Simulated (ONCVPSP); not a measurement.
# An ONCV potential for platinum, from input to tests

Aim: build the potential from the settings below, then test how well it stands in for the atom: other configurations, scattering, ghost states and the plane-wave cutoff that it needs.

The numbers are computed with ONCVPSP 4.0.1 (PBE, scalar-relativistic, spin-unpolarised reference atom).

## Step 1: Starting point

Typed settings, in words:

- element: platinum (Pt, Z = 78)
- type: optimised norm-conserving Vanderbilt (ONCV)
- frozen core: [Kr] 4d10 4f14
- valence charge: 18
- reference configuration: 5s2 5p6 5d9 6s0.5 (charge +0.5)
- partial waves: 5s+6s: rc 1.25 bohr, ncon 4, nbas 8, qcut 8.5 1/bohr, 2 projectors; 5p: rc 1.50 bohr, ncon 4, nbas 7, qcut 9.3 1/bohr, 2 projectors, debl 3 Ha; 5d: rc 1.40 bohr, ncon 4, nbas 8, qcut 6.9 1/bohr, 2 projectors, debl 3.9 Ha
- local potential: polynomial inside 1.00 bohr (lpopt 5, dvloc0 0 Ha)
- core correction: Teter function, fcfact 3.75, rcfact 1.7

An earlier all-electron run gives the scale for the radii.

All-electron outer shells of the reference configuration (PBE, scalar-relativistic, ld1.x):

| shell | level (eV) | outermost node (bohr) | outermost maximum (bohr) |
| --- | --- | --- | --- |
| 5s | -105.78 | 0.49 | 0.87 |
| 4f | -74.01 | – | 0.38 |
| 5p | -60.01 | 0.53 | 0.98 |
| 5d | -10.08 | 0.57 | 1.26 |
| 6s | -9.16 | 1.14 | 2.35 |
| 6p | -3.59 | 1.36 | 3.30 |

## Step 2: The generation run

Pt.dat

```
# ATOM AND REFERENCE CONFIGURATION
# atsym  z   nc   nv     iexc    psfile
  Pt 78.00   10    4        4      upf
#
#   n    l    f
    1    0    2.00
    2    0    2.00
    2    1    6.00
    3    0    2.00
    3    1    6.00
    3    2   10.00
    4    0    2.00
    4    1    6.00
    4    2   10.00
    4    3   14.00
    5    0    2.00
    5    1    6.00
    5    2    9.00
    6    0    0.50
#
# PSEUDOPOTENTIAL AND OPTIMIZATION
# lmax
    2
#
#   l,   rc,      ep,       ncon, nbas, qcut
    0    1.25    0.00    4    8    8.50
    1    1.50    0.00    4    7    9.30
    2    1.40    0.00    4    8    6.90
#
# LOCAL POTENTIAL
# lloc, lpopt,  rc(5),   dvloc0
    4    5    1.00    0.00
#
# VANDERBILT-KLEINMAN-BYLANDER PROJECTORs
# l, nproj, debl
    0    2    3.00
    1    2    3.00
    2    2    3.90
#
# MODEL CORE CHARGE
# icmod, fcfact, rcfact
    3    3.75    1.70
#
# LOG DERIVATIVE ANALYSIS
# epsh1, epsh2, depsh
   -5.00    5.00    0.04
#
# OUTPUT GRID
# rlmax, drl
    6.00    0.01
#
# TEST CONFIGURATIONS
# ncnf
    4
# nvcnf
#   n    l    f
    4
    5    0    2.00
    5    1    6.00
    5    2    9.00
    6    0    1.00
#
    4
    5    0    2.00
    5    1    6.00
    5    2    9.00
    6    0    0.00
#
    4
    5    0    2.00
    5    1    6.00
    5    2    8.00
    6    0    0.00
#
    4
    5    0    2.00
    5    1    6.00
    5    2    8.00
    6    0    1.00
#
```

The run is started by

```sh
oncvpsp.x < Pt.dat > Pt.out
```

**Question.** What will these runs give? Wanted: cutoffs for 1 and 0.1 mHa per electron, occupied waves; bound ghosts; GHOST(+) flags; largest test error; largest phase difference near zero energy, channels read; rms error of d²Exc/dn², without and with the model core.

The runs gave:

| quantity | value |
| --- | --- |
| cutoffs for 1 and 0.1 mHa per electron, occupied waves | 32 Ha and 43 Ha |
| bound ghosts | none found |
| GHOST(+) flags | s at 75 eV, p at 319 eV |
| largest test error (AE − PS) | -9.9 meV, for 5s2 5p6 5d8 6s0 |
| largest phase difference near zero energy, channels read | 0.000 rad |
| rms error of d²Exc/dn², without and with the model core | 5.39 and 2.62 mHa |

What this shows: The worst unpolarised test, 5s2 5p6 5d8 6s0, is off by 9.9 meV on 25.5 eV; by total energies transferability rates as good. By its cutoff, 32 Ha for the looser tolerance, it is of middling hardness. The program's ghost test flags no bound state. Near zero energy the phases of the channels with partial waves that could be evaluated agree within 0.001 rad. The program also flags highly localised states, GHOST(+) (s, p). Note that the frozen 4f shell (-74 eV) lies higher than the valence 5s shell (-106 eV). All of this concerns the isolated atom, not yet a solid.
